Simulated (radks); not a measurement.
# Fractional charge and spin in the 4s shell of rubidium

An exercise on one series of results from a longer session: the logs are not shown, and one member is left open.

The numbers are computed with radks (a radial shooting solver on a logarithmic mesh, Libxc functionals) version 1 (scalar-relativistic Kohn-Sham, PBE, spin-polarised, spherical densities, finite nucleus), except any that are marked as measured or tabulated.

## What is computed

| Item | Value |
| --- | --- |
| element | rubidium (Z = 37) |
| configuration | [Ar] 3d10 4p(up 2.5, down 2.5) 4s(up 1, down 1) |
| nuclear rms radius | 4.2036 fm |

A shell typed twice in an input gives spin up, then spin down.

The first run:

The run's settings:

```text
Z 37
configuration [Ar] 3d10 4p2.5 4p2.5 4s1 4s1
relativity scalar-relativistic
functional pbe,pbe
spin polarised
nucleus finite rms 4.2036 fm
c 137.035999084
```

Among the steps run: 4s: up 1, down 1.

One table of the session follows, with a row left open; its other results are not shown here.

It belongs to the step «4s: up 1, down 1». From the orbitals of this run (lengths in bohr):

| level | <r> | outermost maximum (interpolated) | 90 % within | nodes |
| --- | --- | --- | --- | --- |
| 1s | 0.04029 | 0.0263 | 0.0721 | 0 |
| 2s | 0.1778 | 0.150 | 0.275 | 1 |
| 2p | 0.1551 | 0.120 | 0.253 | 0 |
| 3s | 0.5104 | 0.451 | 0.758 | 2 |
| 3p | ? | ? | ? | ? |
| 3d | 0.5247 | 0.393 | 0.854 | 0 |
| 4s | 1.422 | 1.25 | 2.08 | 3 |
| 4p | 1.637 | 1.40 | 2.44 | 2 |

**Question.** Estimate the row for 3p.

As computed: <r>: 0.5186; outermost maximum (interpolated): 0.446; 90 % within: 0.789; nodes: 1. In the column «<r>» it lies between 3s (0.5104) and 3d (0.5247).
